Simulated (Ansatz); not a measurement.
# CH8AlNSi: how energies converge with the basis set

Aim: see how fast density functionals converge with the basis set for CH8AlNSi.

Computed with Ansatz 0.2.0, Gaussian basis. Level: one geometry, several basis sets.

Plan: PBE0-D4/def2-SVP; ωB97M-V/def2-SVP; PBE0-D4/def2-QZVPP; ωB97M-V/def2-QZVPP; the functionals' def2-TZVPP values are taken from earlier runs.

### Step 1. Structure used throughout

All runs share one geometry, relaxed beforehand with PBE0-D4 in a triple-zeta def2 set.

SMILES `N[SiH2][CH2][AlH2]`, 12 atoms, charge 0, spin multiplicity 1.

Atoms are counted from 1 here; the program's logs count them from 0.

Bond lengths: N1–Si2 1.722 Å, N1–H5 1.008 Å, N1–H6 1.008 Å, Si2–C3 1.858 Å, Si2–H7 1.498 Å, Si2–H8 1.491 Å, C3–Al4 1.947 Å, C3–H9 1.097 Å, C3–H10 1.096 Å, Al4–H11 1.588 Å, Al4–H12 1.588 Å. Angles: Si2–N1–H5 119.6°, Si2–N1–H6 119.2°, H5–N1–H6 110.6°, N1–Si2–C3 111.0°, N1–Si2–H7 114.8°, N1–Si2–H8 105.7°, C3–Si2–H7 107.3°, C3–Si2–H8 111.6°, H7–Si2–H8 106.4°, Si2–C3–Al4 114.6°, Si2–C3–H9 107.9°, Si2–C3–H10 107.6°, Al4–C3–H9 108.9°, Al4–C3–H10 109.1°, H9–C3–H10 108.6°, C3–Al4–H11 120.5°, C3–Al4–H12 119.7°, H11–Al4–H12 119.8°.

### Step 2. PBE0-D4 in def2-SVP

in.yaml reads:

```yaml
crystal:
  periodic: [false, false, false]
  atoms:
    - {symbol: N, position_ang: [-0.922465, 2.123681, 0.226270]}
    - {symbol: Si, position_ang: [-0.834615, 0.403492, 0.215766]}
    - {symbol: C, position_ang: [0.843126, -0.175491, -0.333322]}
    - {symbol: Al, position_ang: [1.172923, -2.075633, -0.064997]}
    - {symbol: H, position_ang: [-0.697181, 2.638610, -0.610418]}
    - {symbol: H, position_ang: [-1.670864, 2.574765, 0.728655]}
    - {symbol: H, position_ang: [-1.845750, -0.271323, -0.658891]}
    - {symbol: H, position_ang: [-1.133906, -0.025087, 1.612040]}
    - {symbol: H, position_ang: [0.947022, 0.055102, -1.400570]}
    - {symbol: H, position_ang: [1.591294, 0.400296, 0.223954]}
    - {symbol: H, position_ang: [0.826566, -3.122756, -1.207830]}
    - {symbol: H, position_ang: [1.800850, -2.580755, 1.303345]}
basis:
  gaussian: {orbitals: def2-SVP}
hamiltonian: {xc: pbe0, dispersion: d4}
output: {orbitals: {seedname: orbitals}}
```

Command:

```
ansatz run in.yaml --threads 4 --pin off --events-out ev --progress --plain --max-ram 10444MiB
```

After this run come: ωB97M-V in def2-SVP; PBE0-D4 in def2-QZVPP; ωB97M-V in def2-QZVPP.

Q: Predict the results of all the runs planned. Wanted: PBE0-D4: double and triple zeta above quadruple; ωB97M-V: double and triple zeta above quadruple.

The runs gave:

| quantity | value |
| --- | --- |
| PBE0-D4: double and triple zeta above quadruple | 8.93, 0.65 eV |
| ωB97M-V: double and triple zeta above quadruple | 9.08, 0.61 eV |

For PBE0-D4 the step from double to triple zeta gains 8.28 eV and the next only 0.65 eV. Total energies overstate the basis error of differences, where much of it tends to cancel.
